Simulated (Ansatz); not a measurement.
# Rh (Rhodium): the cost of one run

Computed with Ansatz 0.2.0 (DFT PBEsol, all-electron PAW on datasets made for the crystal («crystal datasets»), scalar-relativistic unless said, unless a step's input says otherwise).

The COD entry's cell or inner coordinates are ideal or old and differ from later refinements, so a difference from it is no clean test against experiment.

3 further runs of the same task are left out: 2 that didn't finish, 1 set aside as unsound or not needed.

## (1) The system as given

It takes space group Fm-3m (No. 225, cubic). The conventional cell has a = 3.782 Å, b = 3.782 Å, c = 3.782 Å, α = 90.00°, β = 90.00°, γ = 90.00°. Rh (site symmetry m-3m) is surrounded by 12 Rh at 2.67 Å.

Coordinates:

```
CELL_PARAMETERS angstrom
0.00000 1.89079 1.89079
1.89079 0.00000 1.89079
1.89079 1.89079 0.00000
ATOMIC_POSITIONS crystal
Rh 0.00000 0.00000 0.00000
```

Cartesian axes are those of the input's lattice vectors. The structure goes back to a database entry.

## (2) Reference run, crystal datasets

input.yaml

```yaml
crystal:
  lattice:
    - [0.0, 1.89079240156, 1.89079240156]
    - [1.89079240156, 0.0, 1.89079240156]
    - [1.89079240156, 1.89079240156, 0.0]
  atoms:
    - { symbol: Rh, position: [0.0, 0.0, 0.0] }
kpoints:
  mp_grid: { grid: [28, 28, 28] }
scf:
  occupations: { method: fermi_dirac, width: 0.1 }
hamiltonian:
  xc: pbesol
  pseudopotentials: { kind: all_electron, datasets: crystal }
elastic:
  mode: relaxed_ion
  stencil: two_point
  amplitude: 0.005
```

Started as:

```sh
ansatz run input.yaml --threads 1 --pin off --max-ram 2560MiB --backend cpu --events-out ev --progress --plain --runs-dir out
```

What time and memory should one allow on 1 thread of Intel Xeon Platinum 8488C (Sapphire Rapids), shared host?

About 3.2 min, with a peak of 1.5 GiB.
